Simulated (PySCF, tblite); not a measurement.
# C5H14OSSi2: geometry, infrared bands and NMR shifts

Wanted: the infrared bands and NMR shifts of C5H14OSSi2 (`CS[SiH2][SiH2]C(C)(C)C=O`), by calculation.

Computed with tblite 0.8.0 and PySCF 2.14.0, with density-fitted response routines of our own, on a single molecule in the gas phase. Atoms are numbered from 0 throughout.

## (1) Starting geometry

23 atoms, charge 0, multiplicity 1; geometry from: force field or distance geometry start.

Bonds of the start (Å): C0–S1 1.82, S1–Si2 2.16, Si2–Si3 2.31, Si3–C4 1.92, C4–C5 1.55, C4–C6 1.55, C4–C7 1.53, C7–O8 1.23, C0–H9 1.09, C0–H10 1.10, C0–H11 1.08, Si2–H12 1.48, Si2–H13 1.48, Si3–H14 1.48, Si3–H15 1.51, C5–H16 1.10, C5–H17 1.10, C5–H18 1.10, C6–H19 1.10, C6–H20 1.09, C6–H21 1.10, C7–H22 1.11.

## (2) Geometry optimisation with GFN2-xTB

The job: settings as JSON, then the geometry in Å.

```
{"job": {"kind": "relax", "xc": "GFN2-xTB", "basis": "xTB"}, "charge": 0, "multiplicity": 1}
C      4.181600     0.874100     0.671100
S      2.727300     0.499200    -0.357600
Si     1.579700    -0.806100     0.929000
Si    -0.359700    -1.484900    -0.129700
C     -1.594800    -0.041900    -0.417900
C     -2.953500    -0.584900    -0.937200
C     -1.057900     0.970600    -1.468300
C     -1.896000     0.754300     0.847800
O     -1.526300     0.439600     1.972700
H      4.718600    -0.035500     0.927900
H      3.869400     1.383500     1.590900
H      4.837400     1.536500     0.116800
H      2.431700    -1.971000     1.239500
H      1.347800    -0.071100     2.193300
H     -0.051100    -2.096100    -1.442300
H     -1.052900    -2.549900     0.679500
H     -3.403700    -1.266000    -0.205900
H     -2.838000    -1.130200    -1.882100
H     -3.667800     0.231100    -1.093100
H     -0.161900     1.491300    -1.094800
H     -0.805300     0.484000    -2.406800
H     -1.804300     1.744800    -1.683800
H     -2.525000     1.655500     0.713300
```

Command:

```
> OMP_NUM_THREADS=1 python probes_run.py task.json out
```

One launch serves the whole session: the jobs run in the order shown.

**Question.** This job is followed by: GFN2-xTB harmonic vibrations, gas phase; GIAO PBE0/pcSseg-1 NMR shielding, non-relativistic, gas phase. What will the session give for the following? strongest single infrared mode (GFN2-xTB); zero-point energy (GFN2-xTB); 13C shifts against TMS (PBE0/pcSseg-1, means over atoms taken as alike); 1H shifts against TMS (PBE0/pcSseg-1, means over atoms taken as alike); 33S shifts against CS2 (PBE0/pcSseg-1); 29Si shifts against TMS (PBE0/pcSseg-1); 17O shifts against H2O (PBE0/pcSseg-1).

**Answer**, as computed:

```
                                                               quantity                             value
                              strongest single infrared mode (GFN2-xTB)              668 cm⁻¹, 564 km/mol
                                           zero-point energy (GFN2-xTB)                    108.3 kcal/mol
13C shifts against TMS (PBE0/pcSseg-1, means over atoms taken as alike)       219.8, 38.7, 24.8, 19.0 ppm
 1H shifts against TMS (PBE0/pcSseg-1, means over atoms taken as alike)  9.99, 4.75, 3.75, 2.16, 1.35 ppm
                                 33S shifts against CS2 (PBE0/pcSseg-1)                          -218 ppm
                                29Si shifts against TMS (PBE0/pcSseg-1)                  -49.7, -51.7 ppm
                                 17O shifts against H2O (PBE0/pcSseg-1)                         681.0 ppm
```

Relaxing lowered the energy by 0.215 eV in 230 steps; the close pair that moved most is C4–C7, from 1.525 to 1.486 Å. No mode is imaginary among the 63: a minimum at this level. The strongest single mode, at 668 cm⁻¹, moves mainly H15, H12 and H14. GFN2-xTB is a fitted tight-binding method: band positions and strengths are rough. Its intensities can rank the bands wrongly. The most deshielded carbon is C7 (aldehyde carbonyl carbon), at 219.8 ppm: low-lying n→π* states of the double bond to the heteroatom give a large paramagnetic term (-283 ppm). The most deshielded hydrogen is H22 (hydrogen on an aldehyde carbonyl carbon), at 9.99 ppm: deshielded by the polar, anisotropic C=O bond. At PBE0/pcSseg-1: Shielding is most anisotropic at O8 (span 1225 ppm, paramagnetic term -750 ppm).
